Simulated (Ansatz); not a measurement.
## SrCd3 and its free atoms: a cohesive energy from free atoms, step by step

Computed with Ansatz 0.2.0 through its Python package.

`srcd3_srcd3.vasp`
```text
SrCd3
1.0
   0.00000000    3.71876144    3.71876144
   3.71876144    0.00000000    3.71876144
   3.71876144    3.71876144    0.00000000
Sr Cd
1 3
Direct
   0.00000000    0.00000000    0.00000000
   0.25000000    0.25000000    0.25000000
   0.75000000    0.75000000    0.75000000
   0.50000000    0.50000000    0.50000000
```

The cells in order, each with its output:

```python
from collections import Counter
import warnings

import ansatz as az
from ase.io import read
```

```python
def counts(outcome):
    return Counter(site.symbol for site in outcome.lattice.sites)
```

```python
UNPAIRED = {"Sr": 0, "Cd": 0}  # unpaired electrons of the free atoms
```

```python
def run_phase(name, crystal):
    calc = (
        crystal.calculation()
        .scf(tolerance=1e-08)
        .functional("PBEsol")
        .basis(450)
        .kpoints(spacing=0.27)
        .occupations("cold", width=0.02)
    )
    if name.endswith(" atom"):
        calc = calc.kpoints(1, 1, 1).occupations("fermi_dirac", width=0.01)
        if UNPAIRED[name.split()[0]]:
            calc = calc.spin("collinear")
        return calc.run(threads=1)
    calc = calc.relax(force_tolerance=0.02, cell=True)
    return calc.run(threads=1)
```

```python
warnings.simplefilter("ignore")
```

```python
phases = {}
atoms = read("srcd3_srcd3.vasp", format="vasp")
srcd3 = az.Crystal.from_ase(atoms)
phases["SrCd3"] = srcd3
# free atoms: a low-symmetry box, moments by the rule of Hund
for element, moment in UNPAIRED.items():
    phases[f"{element} atom"] = az.Lattice.orthorhombic(9.0, 9.5, 10.0).atom(element, (0.5, 0.5, 0.5), moment=moment or None)
```

```python
done = {name: run_phase(name, crystal) for name, crystal in phases.items()}

print({element: round(done[f"{element} atom"].report["magnetization_mub"], 2) for element in UNPAIRED}, "muB on the free atoms")
solid = done["SrCd3"]
n = counts(solid)
binding = (sum(k * done[f"{e} atom"].report["energy_sigma0_ev"] for e, k in n.items()) - solid.report["energy_sigma0_ev"]) / sum(n.values())
print(f"cohesive energy {binding:.3f} eV/atom = {96.4853 * binding:.0f} kJ/mol of atoms (no zero-point energy)")
```

    {'Sr': 0.0, 'Cd': 0.0} muB on the free atoms
    cohesive energy 1.554 eV/atom = 150 kJ/mol of atoms (no zero-point energy)

What to keep in mind:
- Other magnetic orders than the one started from may lie lower.
- For the metals among these phases the mesh is modest: differences between phases can be off by up to 40 meV an atom.
- The program warned that this SCF threshold is loose for forces or stresses.
- The cells come from databases of deposited and of computed structures, and not all need be stable phases.
- Free atoms in a box carry small image and symmetry errors, and spin-orbit coupling is left out.
- The script silences warnings, which a real study should read.
- Hardware and time: 15 s on 1 thread of Arm Neoverse V1 (shared host), peak memory 0.66 GiB.
